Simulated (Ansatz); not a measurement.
# InH₄+ (quintet): the correlation ladder, def2-TZVPP

An exercise on one series of results from a longer session: the logs are not shown, and one member is left open.

Method: def2-TZVPP, core rule «outside noble gas», up to 9 orbitals frozen; program: Ansatz 0.2.0, Gaussian basis.

To be run: UHF; CCSD(T) on ROHF; CCSD(T) on UHF; BCCD(T) on ROHF; CCSDT(Q) on ROHF; CCSDT(Q) on UHF; CASSCF and MRCISD+Q, 6 electrons in 8 orbitals; CASSCF and NEVPT2, 6 electrons in 8 orbitals.

2 further runs of the same task are left out: 2 set aside as unsound or not needed.

**The system**

The geometry is a PBE0/def2-TZVP stationary point (not a proven minimum) of the parent state, kept for this charge and spin. No spin-orbit coupling is included. Elements past krypton take def2 core potentials.

5 atoms, charge 1, spin multiplicity 5.

Atoms are counted from 1 here; the program's logs count them from 0.

Bond lengths: In1–H2 1.798 Å, In1–H3 1.798 Å, In1–H4 1.798 Å, In1–H5 1.798 Å. Angles: H2–In1–H3 67.7°, H2–In1–H4 133.6°, H2–In1–H5 133.6°, H3–In1–H4 133.6°, H3–In1–H5 133.6°, H4–In1–H5 67.7°.

The first run:

File in.yaml:

```yaml
crystal:
  periodic: [false, false, false]
  atoms:
    - {symbol: In, position_ang: [0.000000, 0.000000, 0.000000]}
    - {symbol: H, position_ang: [0.701384, 0.715322, 1.492890]}
    - {symbol: H, position_ang: [-0.709117, -0.705291, 1.494010]}
    - {symbol: H, position_ang: [-0.706435, 0.700227, -1.497657]}
    - {symbol: H, position_ang: [0.714168, -0.710258, -1.489243]}
basis:
  gaussian: {orbitals: def2-TZVPP}
total_charge: 1
magnetization: {spin_polarized: true, initial_magnetization: 4}
hamiltonian: {xc: hf}
output: {orbitals: {seedname: orbitals}}
```

Run with:

```
$ ansatz run in.yaml --threads 1 --pin off --events-out ev --progress --plain --max-ram 4096MiB --backend cpu
```

Steps of the session up to this table: UHF; CCSD(T) on ROHF; CCSD(T) on UHF; BCCD(T) on ROHF; CCSDT(Q) on ROHF; CCSDT(Q) on UHF; CASSCF and MRCISD+Q, 6 electrons in 8 orbitals; CASSCF and NEVPT2, 6 electrons in 8 orbitals.

One table of the session follows, with a row left open; its other results are not shown here.

```
          method  from RCCSDT(Q) (kJ/mol)
            ROHF                   +222.1
             UHF                   +204.3
            RMP2                    +63.1
            UMP2                        ?
           RCCSD                     +9.4
           UCCSD                     +7.0
        RCCSD(T)                     +2.3
        UCCSD(T)                      0.0
         BCCD(T)                     +2.6
          RCCSDT                     +0.2
          UCCSDT                     -2.1
       RCCSDT(Q)                        0
       UCCSDT(Q)                     -2.3
  CASSCF valence                   +109.9
  NEVPT2 valence                    +27.7
  MRCISD valence                     +4.7
MRCISD+Q valence                     +1.6
```

Q: Estimate the row for UMP2 from the others.

The run gave: from RCCSDT(Q) (kJ/mol): +62.0. In the column «from RCCSDT(Q) (kJ/mol)» it lies between NEVPT2 valence (+27.7) and RMP2 (+63.1).

Caveats from the session: Warnings: coupled cluster took another determinant than the lowest. Restricted and unrestricted rows rest on different reference determinants; where their highest levels disagree by more than a few hundredths of an eV, they describe different states and don't form one ladder.
